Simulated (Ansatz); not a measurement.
# CH₇BNP: up Jacob's ladder to CCSD(T)

Aim: compute CH₇BNP with functionals from several rungs and with coupled cluster. The yardstick is the atomisation energy at the CCSD(T) limit.

The runs use Ansatz 0.2.0, Gaussian basis; functionals in def2-TZVPP, the program's frozen cores in correlated methods.

Levels to be run: LDA (SPW92), PBE-D4, revPBE-D4, BLYP-D4, r2SCAN-D4, B97M-V, PBE0-D4, B3LYP-D4, r2SCANh-D4, r2SCAN0-D4, HSE06-D4, BHLYP-D4, CAM-B3LYP-D4, LC-ωPBE, ωB97X-V, ωB97M-V, B2PLYP, PBE-QIDH; CCSD(T)/def2-SVP; CCSD(T)/def2-TZVPP; MP2/def2-QZVPP; extrapolation to the limit; RPA on PBE.

## (1) The geometry

The geometry comes from an earlier relaxation with PBE0-D4 in a triple-zeta def2 set; it is a stationary point, not always the lowest conformer.

11 atoms, charge 0, spin multiplicity 1.

Atoms are counted from 1 here; the program's logs count them from 0.

Bond lengths: C1–B2 1.573 Å, C1–H5 1.094 Å, C1–H6 1.094 Å, C1–H7 1.095 Å, B2–N3 1.394 Å, B2–P4 1.936 Å, N3–H8 1.005 Å, N3–H9 1.007 Å, P4–H10 1.420 Å, P4–H11 1.417 Å. Angles: B2–C1–H5 111.6°, B2–C1–H6 113.3°, B2–C1–H7 110.2°, H5–C1–H6 107.9°, H5–C1–H7 105.9°, H6–C1–H7 107.6°, C1–B2–N3 120.8°, C1–B2–P4 119.5°, N3–B2–P4 119.5°, B2–N3–H8 124.1°, B2–N3–H9 122.3°, H8–N3–H9 113.6°, B2–P4–H10 98.9°, B2–P4–H11 97.1°, H10–P4–H11 95.0°.

## (2) LDA

This LDA is Slater exchange with PW92 correlation.

in.yaml

```yaml
crystal:
  periodic: [false, false, false]
  atoms:
    - {symbol: C, position_ang: [-1.093222, 0.922586, -0.128032]}
    - {symbol: B, position_ang: [0.002902, -0.179788, 0.111867]}
    - {symbol: N, position_ang: [0.427127, -0.495920, 1.401394]}
    - {symbol: P, position_ang: [0.670948, -1.204851, -1.389127]}
    - {symbol: H, position_ang: [-1.903535, 0.553239, -0.763722]}
    - {symbol: H, position_ang: [-1.537033, 1.299327, 0.798301]}
    - {symbol: H, position_ang: [-0.659595, 1.776561, -0.659212]}
    - {symbol: H, position_ang: [1.134077, -1.179243, 1.610951]}
    - {symbol: H, position_ang: [0.043310, -0.049757, 2.218369]}
    - {symbol: H, position_ang: [2.007227, -1.393277, -0.948840]}
    - {symbol: H, position_ang: [0.973292, -0.105678, -2.231450]}
basis:
  gaussian: {orbitals: def2-TZVPP}
hamiltonian: {xc: lda}
output: {orbitals: {seedname: orbitals}}
```

Run with:

```sh
$ ansatz run in.yaml --threads 2 --pin off --events-out ev --progress --plain --max-ram 4352MiB
```

The runs that follow: PBE-D4 (GGA); revPBE-D4 (GGA); BLYP-D4 (GGA); r2SCAN-D4 (meta-GGA); B97M-V (meta-GGA); PBE0-D4 (hybrid); B3LYP-D4 (hybrid); r2SCANh-D4 (hybrid); r2SCAN0-D4 (hybrid); HSE06-D4 (hybrid); BHLYP-D4 (hybrid); CAM-B3LYP-D4 (range-separated); LC-ωPBE (range-separated); ωB97X-V (range-separated); ωB97M-V (range-separated); B2PLYP (double hybrid); PBE-QIDH (double hybrid); CCSD(T) in def2-SVP; CCSD(T) in def2-TZVPP; MP2 in def2-QZVPP; RPA on PBE orbitals.

Q: Predict the results of all the runs planned. Wanted: atomisation energy, CCSD(T)/CBS; farthest beyond LDA; mean size of error, GGA; mean size of error, meta-GGA; mean size of error, hybrid; mean size of error, range-separated; mean size of error, double hybrid; gap, smallest and largest; T1 diagnostic.

**Answer**, as computed:

| quantity | value |
| --- | --- |
| atomisation energy, CCSD(T)/CBS | 935.8 kcal/mol |
| functionals within 4.7 kcal/mol (0.5 %) | revPBE-D4, r2SCANh-D4, LC-ωPBE, B2PLYP, PBE-QIDH |
| farthest beyond LDA | PBE-D4 (+20.6 kcal/mol) |
| mean size of error, GGA | 9.6 kcal/mol |
| mean size of error, meta-GGA | 8.3 kcal/mol |
| mean size of error, hybrid | 7.4 kcal/mol |
| mean size of error, range-separated | 8.6 kcal/mol |
| mean size of error, double hybrid | 4.2 kcal/mol |
| gap, smallest and largest | 5.06 eV (LDA (SPW92)), 12.03 eV (LC-ωPBE) |
| T1 diagnostic | 0.0128 |
| triples share of the correlation energy | 3.9 % |

In words: The LDA atomisation energy is off by 131.7 kcal/mol (14 %): it overbinds. PBE-D4 is off by +20.6 kcal/mol. Double hybrids carry the basis error of their MP2 part in triple zeta, and no dispersion term here, so their miss is partly the set-up's. By mean error the best rung here is double hybrid (4.2 kcal/mol) and the worst beyond LDA is GGA (9.6 kcal/mol). Misses under about 4.7 kcal/mol are within the doubt on the reference itself, which lacks core-valence correlation, relativity and higher excitations. Hartree-Fock recovers 73 % of the binding; the rest is correlation. CCSD(T) in def2-SVP is off by -52.6 kcal/mol, more than most functionals: a good method in a small basis is no reference. The gap grows from 5.1 to 12.0 eV across the functionals, mostly with the share of exact exchange.
